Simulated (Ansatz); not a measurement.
# Ge2HO (doublet): from Hartree-Fock to the top rungs at a displaced geometry (v2), cc-pVDZ

One table from this session's results is given with a row withheld; the runs are named, their logs left out.

The runs use Ansatz 0.2.0, Gaussian basis; cc-pVDZ, core rule «outside noble gas», up to 29 orbitals frozen.

The runs, in order: UHF; CCSD(T) on ROHF; CCSD(T) on UHF; BCCD(T) on ROHF; CISD; CCSDT(Q) on ROHF; CCSDT(Q) on UHF; CASSCF and MRCISD+Q, 9 electrons in 9 orbitals; CASSCF and NEVPT2, 9 electrons in 9 orbitals.

18 further runs of the same task are left out: 4 that didn't finish, 14 set aside as unsound or not needed.

**The system**

The geometry is a PBE0/def2-TZVP stationary point (not a proven minimum) with its atoms shifted at random (size 0.100 Å). No spin-orbit coupling is included. The filled d shell of Ge may be among the frozen orbitals whatever the setting's name suggests; the logs give the count.

4 atoms, charge 0, spin multiplicity 2.

Atoms are counted from 1 here; the program's logs count them from 0.

Bond lengths: Ge1–O2 1.738 Å, O2–Ge3 1.810 Å, Ge3–H4 1.555 Å. Angles: Ge1–O2–Ge3 169.7°, O2–Ge3–H4 92.6°.

Geometry (Å):

```
Ge    0.06453   -0.36276    2.24522
O    -0.10015   -0.29758    0.51639
Ge   -0.02372   -0.44031   -1.28669
H     0.05934    1.10065   -1.47492
```

The first run:

Input file in.yaml:

```yaml
crystal:
  periodic: [false, false, false]
  atoms:
    - {symbol: Ge, position_ang: [0.064533, -0.362760, 2.245217]}
    - {symbol: O, position_ang: [-0.100154, -0.297582, 0.516390]}
    - {symbol: Ge, position_ang: [-0.023718, -0.440311, -1.286686]}
    - {symbol: H, position_ang: [0.059339, 1.100653, -1.474921]}
basis:
  gaussian: {orbitals: cc-pVDZ}
magnetization: {spin_polarized: true, initial_magnetization: 1}
hamiltonian: {xc: hf}
output: {orbitals: {seedname: orbitals}}
```

Started as:

```bash
ansatz run in.yaml --threads 1 --pin off --events-out ev --progress --plain --max-ram 2393MiB
```

Among the steps run: UHF; CCSD(T) on ROHF; CCSD(T) on UHF; BCCD(T) on ROHF; CISD; CCSDT(Q) on ROHF; CCSDT(Q) on UHF; CASSCF and MRCISD+Q, 9 electrons in 9 orbitals; CASSCF and NEVPT2, 9 electrons in 9 orbitals.

One of the session's tables, all rows but one given; the rest of the session is left out.

```
           method  from UCCSDT(Q) (kJ/mol)
             ROHF                   +963.8
              UHF                   +954.5
             RMP2                   +111.2
             UMP2                   +112.2
            RCCSD                    +38.9
            UCCSD                    +38.5
         RCCSD(T)                     +7.6
         UCCSD(T)                     +7.4
          BCCD(T)                     +6.4
           RCCSDT                     +4.2
           UCCSDT                     +4.0
        RCCSDT(Q)                        ?
        UCCSDT(Q)                        0
  CASSCF frontier                   +592.6
  NEVPT2 frontier                   +179.8
  MRCISD frontier                    +67.9
MRCISD+Q frontier                    +12.1
```

Q: Estimate the row for RCCSDT(Q) from the others.

The run gave: from UCCSDT(Q) (kJ/mol): +1.3. In the column «from UCCSDT(Q) (kJ/mol)» it lies between UCCSDT(Q) (0) and UCCSDT (+4.0).

Not comparable, so not listed: CISD (they don't share determinant, frozen orbitals or solution with the rows shown, or repeat one).

Limits of these values: Restricted and unrestricted rows rest on different reference determinants; where their highest levels disagree by more than a few hundredths of an eV, they describe different states and don't form one ladder.
